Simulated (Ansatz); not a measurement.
**SnH₄S: how energies converge with the basis set**

The task here is to estimate one member of a computed series from the others.

The runs use Ansatz 0.2.0, Gaussian basis; one geometry, several basis sets.

The runs, in order: PBE0-D4/def2-SVP; ωB97M-V/def2-SVP; PBE0-D4/def2-QZVPP; ωB97M-V/def2-QZVPP; the functionals' def2-TZVPP values are taken from earlier runs.

### The relaxed structure

An earlier PBE0-D4 in a triple-zeta def2 set relaxation fixed the geometry. Sn takes the def2 core potential; no spin-orbit term is included.

SMILES `[SH][SnH3]`, 6 atoms, charge 0, spin multiplicity 1.

Atoms are counted from 1 here; the program's logs count them from 0.

Bond lengths: S1–Sn2 2.406 Å, S1–H3 1.343 Å, Sn2–H4 1.706 Å, Sn2–H5 1.706 Å, Sn2–H6 1.701 Å. Angles: Sn2–S1–H3 93.9°, S1–Sn2–H4 109.4°, S1–Sn2–H5 109.5°, S1–Sn2–H6 104.7°, H4–Sn2–H5 110.2°, H4–Sn2–H6 111.5°, H5–Sn2–H6 111.4°.

As a file:

```xyz
6
H4SSn
S     1.0343   -0.9053    1.2617
Sn   -0.3120    0.4562   -0.1944
H     1.1366   -1.9121    0.3785
H    -1.7506   -0.3751   -0.5795
H     0.5633    0.8067   -1.6157
H    -0.6294    1.8656    0.7031
```

Set-up of the first run:

Contents of in.yaml:

```yaml
crystal:
  periodic: [false, false, false]
  atoms:
    - {symbol: S, position_ang: [1.034319, -0.905293, 1.261731]}
    - {symbol: Sn, position_ang: [-0.312042, 0.456216, -0.194380]}
    - {symbol: H, position_ang: [1.136561, -1.912107, 0.378493]}
    - {symbol: H, position_ang: [-1.750608, -0.375135, -0.579504]}
    - {symbol: H, position_ang: [0.563282, 0.806696, -1.615706]}
    - {symbol: H, position_ang: [-0.629412, 1.865625, 0.703067]}
basis:
  gaussian: {orbitals: def2-SVP}
hamiltonian: {xc: pbe0, dispersion: d4}
output: {orbitals: {seedname: orbitals}}
```

Among the steps run: PBE0-D4 in def2-SVP; ωB97M-V in def2-SVP; PBE0-D4 in def2-QZVPP; ωB97M-V in def2-QZVPP.

One of the session's tables, all rows but one given; the rest of the session is left out.

It belongs to the step «Functionals by basis». 

```
functional       basis  HOMO (eV)
   PBE0-D4    def2-SVP      -7.11
   PBE0-D4  def2-TZVPP      -7.27
   PBE0-D4  def2-QZVPP      -7.30
   ωB97M-V    def2-SVP      -9.26
   ωB97M-V  def2-TZVPP      -9.45
   ωB97M-V  def2-QZVPP          ?
```

Q: Estimate the row for ωB97M-V, def2-QZVPP from the others.

As computed: HOMO (eV): -9.49. In the column «HOMO (eV)» it is the lowest.
